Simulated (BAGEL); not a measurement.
# AlCl3 (aluminium trichloride (monomer)): B3LYP/6-311+G(d,p) (density fitting with cc-pvqz-jkfit)

What is the energy change on altering one bond length of AlCl3 (aluminium trichloride (monomer)) at B3LYP/6-311+G** (density fitting with cc-pvqz-jkfit)? 

The calculation is run with BAGEL 1.2.2.

2 further runs of the same task are left out: 2 set aside as unsound or not needed.

## Step 1: Starting point

AlCl3 has 4 atoms, charge 0, and is taken as a singlet. As SMILES, `Cl[Al](Cl)Cl`. The coordinates come from a PBE0-D4/def2-TZVP relaxation.

Bond lengths: Cl1–Al2 2.069 Å, Al2–Cl3 2.069 Å, Al2–Cl4 2.069 Å. Angles: Cl1–Al2–Cl3 120.0°, Cl1–Al2–Cl4 120.0°, Cl3–Al2–Cl4 120.0°.

## Step 2: The energy at B3LYP/6-311+G(d,p) (density fitting with cc-pvqz-jkfit)

The input, input.json:

```json
{ "bagel" : [

{
  "title" : "molecule",
  "basis" : "6-311+gss.json",
  "df_basis" : "cc-pvqz-jkfit",
  "angstrom" : "true",
  "geometry" : [
    { "atom" : "Cl", "xyz" : [      -1.135050,      -0.108440,       1.726210 ] },
    { "atom" : "Al", "xyz" : [       0.000010,       0.000000,      -0.000020 ] },
    { "atom" : "Cl", "xyz" : [       1.741960,      -1.104030,      -0.163630 ] },
    { "atom" : "Cl", "xyz" : [      -0.606920,       1.212480,      -1.562570 ] }
  ]
},

{
  "title" : "ks",
  "xc_func" : "b3lyp"
},

{
  "title" : "print",
  "file" : "orbitals.molden",
  "orbitals" : "true"
}

]}
```

The basis set 6-311+G** is read from a file made from the Basis Set Exchange's data (not shown).

Run with:

```sh
BAGEL_NUM_THREADS=1 BAGEL input.json > input.out
```

The program printed:

```text
* using 1 threads per process

  ===============================================================
  ===============================================================

  *** Geometry ***

  { "atom" : "Cl", "xyz" : [     -2.144934,     -0.204922,      3.262064 ] },
  { "atom" : "Al", "xyz" : [      0.000019,      0.000000,     -0.000038 ] },
  { "atom" : "Cl", "xyz" : [      3.291827,     -2.086314,     -0.309216 ] },
  { "atom" : "Cl", "xyz" : [     -1.146913,      2.291255,     -2.952829 ] },

  Number of auxiliary basis functions:      592

  Since a DF basis is specified, we compute 2- and 3-index integrals:
    o Being stored without compression. Storage requirement is 0.068 GB

  Number of basis functions:      120
  Number of electrons      :       64

    * METHOD: MOLECULE                             0.43

  *** Kohn-Sham DFT ***

    * Removing 6588 points whose weight is below 1.00e-10
    * Grid points: 53036

  === Nuclear Repulsion ===
   297.6239892621

       - DIIS with orbital gradients will be used.

  === KS iteration (b3lyp / 6-311+gss.json) ===
      0      -1522.62589220          0.28099557           0.66
      1      -1508.69632578          0.19909154           0.51
      2      -1537.71506878          0.18319856           0.53
      3      -1616.67105873          0.08440668           0.63
      4      -1623.25890302          0.01170895           0.54
      5      -1623.27618568          0.00881815           0.51
      6      -1623.33755136          0.00230661           0.52
      7      -1623.34175308          0.00083016           0.49
      8      -1623.34214602          0.00005359           0.51
      9      -1623.34214758          0.00000368           0.54
     10      -1623.34214759          0.00000139           0.50
     11      -1623.34214760          0.00000050           0.51
     12      -1623.34214760          0.00000018           0.51
     13      -1623.34214760          0.00000003           0.51
     14      -1623.34214760          0.00000001           0.58
    * SCF iteration converged.

    * Permanent dipole moment:
           (   -0.000004,     0.000001,     0.000028) a.u.

    * METHOD: KS                                   8.47

    * METHOD: PRINT                                0.07

  ===============================================================
```

Run time: 9.6 s. Hardware: 1 thread of AMD EPYC 7R43 (Zen 3), shared host; peak memory 0.39 GiB.

## Step 3: The distorted shape, same level

The input, calc.json:

```json
{ "bagel": [

{
  "title": "molecule",
  "basis": "6-311+gss.json",
  "df_basis": "cc-pvqz-jkfit",
  "angstrom": true,
  "geometry": [
    { "atom": "Cl", "xyz": [   -1.305289,   -0.124704,    1.985115 ] },
    { "atom": "Al", "xyz": [    0.000010,    0.000000,   -0.000020 ] },
    { "atom": "Cl", "xyz": [    1.741960,   -1.104030,   -0.163630 ] },
    { "atom": "Cl", "xyz": [   -0.606920,    1.212480,   -1.562570 ] }
  ]
},
{ "title": "ks", "xc_func": "b3lyp" },
{ "title": "print", "file": "orbitals.molden", "orbitals": true }

]}
```

The basis set 6-311+G** is read from a file made from the Basis Set Exchange's data (not shown).

Run with:

```sh
BAGEL_NUM_THREADS=1 BAGEL calc.json > calc.out
```

The program printed:

```text
* using 1 threads per process

  ===============================================================
  ===============================================================

  *** Geometry ***

  { "atom" : "Cl", "xyz" : [     -2.466639,     -0.235656,      3.751324 ] },
  { "atom" : "Al", "xyz" : [      0.000019,      0.000000,     -0.000038 ] },
  { "atom" : "Cl", "xyz" : [      3.291827,     -2.086314,     -0.309216 ] },
  { "atom" : "Cl", "xyz" : [     -1.146913,      2.291255,     -2.952829 ] },

  Number of auxiliary basis functions:      592

  Since a DF basis is specified, we compute 2- and 3-index integrals:
    o Being stored without compression. Storage requirement is 0.068 GB

  Number of basis functions:      120
  Number of electrons      :       64

    * METHOD: MOLECULE                             0.42

  *** Kohn-Sham DFT ***

    * Removing 6327 points whose weight is below 1.00e-10
    * Grid points: 53297

  === Nuclear Repulsion ===
   284.2324219286

       - DIIS with orbital gradients will be used.

  === KS iteration (b3lyp / 6-311+gss.json) ===
      0      -1515.07682978          0.28419957           0.65
      1      -1447.35517191          0.23004611           0.51
      2      -1374.12345739          0.19427677           0.52
      3      -1553.27118608          0.14769353           0.52
      4      -1603.22402837          0.07444714           0.51
      5      -1596.60838023          0.10805430           0.52
      6      -1622.09401780          0.03484842           0.51
      7      -1622.58592059          0.03027629           0.52
      8      -1622.63227764          0.02710811           0.55
      9      -1623.22564329          0.01064512           0.50
     10      -1623.26592145          0.00892620           0.52
     11      -1623.32289214          0.00130983           0.54
     12      -1623.32394845          0.00050882           0.51
     13      -1623.32412182          0.00009505           0.51
     14      -1623.32412762          0.00002017           0.52
     15      -1623.32412790          0.00000529           0.54
     16      -1623.32412792          0.00000103           0.48
     17      -1623.32412792          0.00000049           0.51
     18      -1623.32412792          0.00000015           0.49
     19      -1623.32412792          0.00000008           0.50
     20      -1623.32412792          0.00000002           0.53
     21      -1623.32412792          0.00000001           0.51
    * SCF iteration converged.

    * Permanent dipole moment:
           (   -0.316342,    -0.030214,     0.481109) a.u.

    * METHOD: KS                                  11.89

    * METHOD: PRINT                                0.07

  ===============================================================
```

It took 13 s on 1 thread of AMD EPYC 7R43 (Zen 3), shared host; peak memory 0.39 GiB.

## Step 4: Results

At B3LYP/6-311+G** (density fitting with cc-pvqz-jkfit):

```
                                                           quantity           value
                                          first shape: total energy  -1623.34215 Eh
                                         first shape: dipole moment          0.00 D
                                           first shape: HOMO energy        -9.18 eV
                                           first shape: LUMO energy        -1.91 eV
                                         first shape: HOMO–LUMO gap         7.27 eV
                                      distorted shape: total energy  -1623.32413 Eh
                                     distorted shape: dipole moment          1.47 D
                                       distorted shape: HOMO energy        -8.85 eV
                                       distorted shape: LUMO energy        -2.74 eV
                                     distorted shape: HOMO–LUMO gap         6.12 eV
energy change with the Cl1–Al2 bond stretched from 2.069 to 2.379 Å        0.490 eV
```

With the Cl1–Al2 bond stretched from 2.069 to 2.379 Å the energy rises by 0.49 eV (11.3 kcal/mol). The first shape isn't relaxed at this level, so the change isn't measured from a minimum.
